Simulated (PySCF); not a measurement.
# A diatomic session: WS

An exercise on one series of results from a longer session: the logs are not shown, and one member is left open.

Method: W def2-TZVPP with ECP60, S def2-TZVPP, scalar-relativistic core potentials; program: PySCF 2.14.0.

Set-up of the first run:

The job is set up so:

```
atoms                         : W, S
charge                        : 0
basis                         : W def2-TZVPP with ECP60, S def2-TZVPP
Hamiltonian                   : scalar-relativistic core potentials
basis functions               : 98
electrons treated             : 30
masses in u                   : 183.9509, 31.9721
levels                        : PBE0, PBE, r²SCAN, M06-L, B2PLYP, r²SCANh, TPSSh, CAM-B3LYP, HF, MP2, SCS-MP2, CCSD, CCSD(T)
grid                          : 80 radial by 434 angular points
occupations                   : held fixed by the projection of orbital angular momentum
dissociation limit            : W + S, each in its ground configuration
starting distance in angstrom : 2.270
values of 2S to try           : 0, 2, 4, 6, 8
```

On the command line:

```console
$ OMP_NUM_THREADS=2 python dia.py task.json out
```

Among the steps run: The job; First curve: PBE0; Higher solutions at PBE0; PBE; r²SCAN (meta-GGA); M06-L (meta-GGA); B2PLYP (double hybrid); r²SCANh; TPSSh; CAM-B3LYP; ROHF (mean field); Correlated methods on the Hartree–Fock reference.

One of the session's tables, all rows but one given; the rest of the session is left out.

Energy (eV) from each level's lowest point:

```
R (Å)   ROHF  ROHF-MP2  ROHF-SCS-MP2  ROHF-CCSD  ROHF-CCSD(T)
1.834  2.042     1.652         1.755        n/a           n/a
1.920  0.925     0.667         0.738      0.846         0.896
2.005  0.299     0.158         0.198      0.262         0.295
2.069  0.070     0.005         0.025      0.056         0.074
2.133  0.000     0.000         0.000      0.000         0.000
2.197      ?         ?             ?          ?             ?
2.282  0.263     0.379         0.339      0.259         0.212
2.389  0.678     0.859         0.792      0.640         0.555
2.517  1.293     1.565         1.461      1.183         1.054
2.688  2.139     2.619         2.443        n/a           n/a
```

Estimate the missing values for R (Å) = 2.197.

Worked estimate for «ROHF». A straight line through the neighbours (2.133, 0.000) and (2.282, 0.263) gives 0.000 + (0.263 − 0.000) × (2.197 − 2.133) / (2.282 − 2.133) = 0.113; a parabola fitted to 4 rows on both sides gives 0.064.

The run gave: ROHF: 0.052; ROHF-MP2: 0.107; ROHF-SCS-MP2: 0.089; ROHF-CCSD: 0.057; ROHF-CCSD(T): 0.038. In «ROHF» the line misses by +0.061 and the parabola by +0.012.

To keep in mind: At some levels the lowest empty orbital lies below the highest filled one (the two can be of opposite spin).
